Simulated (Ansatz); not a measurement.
# AlGeNH4O (SMILES [NH2][GeH]1[O][AlH]1): HSE06/6-31G(d) (spherical functions)

What is the vertical ionisation energy of AlGeNH4O at HSE06/6-31G* (spherical functions)? 

The calculation is run with Ansatz 0.2.0.

128 further runs of the same task are left out: 128 set aside as unsound or not needed.

## 1. The molecule

AlGeNH4O has 8 atoms, charge 0, and is taken as a singlet. SMILES: `[NH2][GeH]1[O][AlH]1`. The shape is that of a PBE0-D4/def2-TZVP optimisation. This is one conformer, not always the lowest.

Bond lengths: N1–Ge2 1.822 Å, Ge2–O3 1.896 Å, Ge2–Al4 2.331 Å, O3–Al4 1.699 Å, N1–H5 1.009 Å, N1–H6 1.008 Å, Ge2–H7 1.543 Å, Al4–H8 1.577 Å. Some angles: N1–Ge2–O3 114.7°, N1–Ge2–Al4 126.9°, O3–Ge2–Al4 46.0°, Ge2–O3–Al4 80.7°, Ge2–Al4–O3 53.4°, N1–Ge2–H7 103.9°, O3–Ge2–H7 108.8°, Al4–Ge2–H7 128.4°, Ge2–N1–H5 116.8°, Ge2–N1–H6 117.5°.

## 2. The energy at HSE06/6-31G(d) (spherical functions)

Contents of in.yaml:

```yaml
crystal:
  periodic: [false, false, false]
  atoms:
    - {symbol: N, position_ang: [-1.000700, 1.330400, 0.514400]}
    - {symbol: Ge, position_ang: [0.239100, 0.000100, 0.626900]}
    - {symbol: O, position_ang: [1.177500, -0.346000, -0.983500]}
    - {symbol: Al, position_ang: [0.431500, -1.856900, -0.769100]}
    - {symbol: H, position_ang: [-0.662600, 2.276400, 0.611900]}
    - {symbol: H, position_ang: [-1.682100, 1.271200, -0.226100]}
    - {symbol: H, position_ang: [1.237900, 0.511900, 1.685400]}
    - {symbol: H, position_ang: [0.351700, -3.244100, -1.515600]}
basis:
  gaussian: {orbitals: 6-31G_st_-spherical.json}
hamiltonian: {xc: {name: HSE06}}
accuracy: high
output: {orbitals: {seedname: orbitals}}
```

The basis set 6-31G* is read from a file made from the Basis Set Exchange's data (not shown).

Run with:

```
$ ansatz run in.yaml --threads 1 --pin off --max-ram 3480MiB --events-out events.jsonl --progress --plain --runs-dir runs
```

What it wrote:

```text
Warning: RAYON_NUM_THREADS=1 ignored (pool sized by the plan → 1); use --threads N
Functional definition: HSE06
  name "HSE06"
  parameter a = 0.25
  parameter omega = 0.11/bohr
  exchange = pbe_x - a*pbe_x_sr(omega) + a*exact_x_sr(omega)
  correlation = pbe_c
1871 factors; integrals over basis functions are off by at most 4.7e-9 eV
106 factors; integrals over basis functions are off by at most 1.7e-9 eV
mean field evaluation 1: about -66683.2136 eV, gradient 7.7e1 eV
mean field evaluation 2: about -66562.5222 eV, gradient 2.0e2 eV
mean field evaluation 4: about -66693.2477 eV, gradient 2.8e1 eV
mean field evaluation 8: about -66694.8122 eV, gradient 8.1e-1 eV
mean field evaluation 16: about -66694.9963 eV, gradient 6.3e-4 eV
mean field -66694.99629319 eV, -2450.9959062824 hartree, gradient 6.4e-8 eV, S^2 0.000000; 0 other end points of the search recorded, 0 dependent functions left out
reference -66694.99629754 eV, -2450.9959064425 hartree; 32, 32 occupied and 54, 54 virtual orbitals, 1871 factors
Total energy: -66694.99629754 eV, -2450.9959064425 hartree
```

Run time: 9.9 s. Hardware: 1 thread of Arm Neoverse V2, shared host; peak memory 0.33 GiB.

## 3. The doublet cation, same level

Contents of molecule.yaml:

```yaml
crystal:
  periodic: [false, false, false]
  atoms:
    - {symbol: "N", position_ang: [-1.000700, 1.330400, 0.514400]}
    - {symbol: Ge, position_ang: [0.239100, 0.000100, 0.626900]}
    - {symbol: O, position_ang: [1.177500, -0.346000, -0.983500]}
    - {symbol: Al, position_ang: [0.431500, -1.856900, -0.769100]}
    - {symbol: H, position_ang: [-0.662600, 2.276400, 0.611900]}
    - {symbol: H, position_ang: [-1.682100, 1.271200, -0.226100]}
    - {symbol: H, position_ang: [1.237900, 0.511900, 1.685400]}
    - {symbol: H, position_ang: [0.351700, -3.244100, -1.515600]}
basis:
  gaussian: {orbitals: 6-31G_st_-spherical.json}
total_charge: 1
magnetization: {spin_polarized: true, initial_magnetization: 1}
hamiltonian: {xc: hse06}
accuracy: high
output: {orbitals: {seedname: orbitals}}
```

The basis set 6-31G* is read from a file made from the Basis Set Exchange's data (not shown).

Run with:

```
$ ansatz run molecule.yaml --threads 1 --pin off --max-ram 3480MiB --events-out events.jsonl --progress --plain --runs-dir runs
```

What it wrote, cut to the lines that bear on the results:

```text
Warning: RAYON_NUM_THREADS=1 ignored (pool sized by the plan → 1); use --threads N
[... 6 set-up lines as earlier in the session ...]
1868 factors; integrals over basis functions are off by at most 4.7e-9 eV
106 factors; integrals over basis functions are off by at most 1.7e-9 eV
mean field evaluation 1: about -66661.7697 eV, gradient 7.7e1 eV
mean field evaluation 2: about -66459.4320 eV, gradient 1.7e2 eV
mean field evaluation 4: about -66680.3339 eV, gradient 3.9e1 eV
mean field evaluation 8: about -66686.6434 eV, gradient 1.3e0 eV
mean field evaluation 16: about -66686.8320 eV, gradient 3.0e-2 eV
mean field evaluation 32: about -66686.8320 eV, gradient 5.6e-7 eV
mean field -66686.83196403 eV, -2450.6958727198 hartree, gradient 5.0e-8 eV, S^2 0.756906; 2 other end points of the search recorded, 0 dependent functions left out
reference -66686.83196851 eV, -2450.6958728844 hartree; 32, 31 occupied and 54, 55 virtual orbitals, 1868 factors
Total energy: -66686.83196851 eV, -2450.6958728844 hartree
```

It took 22 s on 1 thread of Arm Neoverse V2, shared host; peak memory 0.49 GiB.

## 4. What came out

At HSE06/6-31G* (spherical functions):

| quantity | value |
| --- | --- |
| singlet AlGeNH4O: total energy | -2450.99591 Eh |
| singlet AlGeNH4O: HOMO energy | -5.78 eV |
| singlet AlGeNH4O: LUMO energy | -1.57 eV |
| singlet AlGeNH4O: HOMO–LUMO gap | 4.22 eV |
| doublet cation: total energy | -2450.69587 Eh |
| doublet cation: HOMO energy (highest over α and β) | -12.27 eV |
| doublet cation: LUMO energy (lowest over α and β) | -10.53 eV |
| doublet cation: ⟨S²⟩ | 0.757 |
| vertical ionisation energy (to the doublet cation) | 8.164 eV |

In words: Removing an electron at fixed nuclei costs 8.16 eV (788 kJ/mol). −ε(HOMO) before ionisation, 5.78 eV, is 2.38 eV below this ionisation energy.
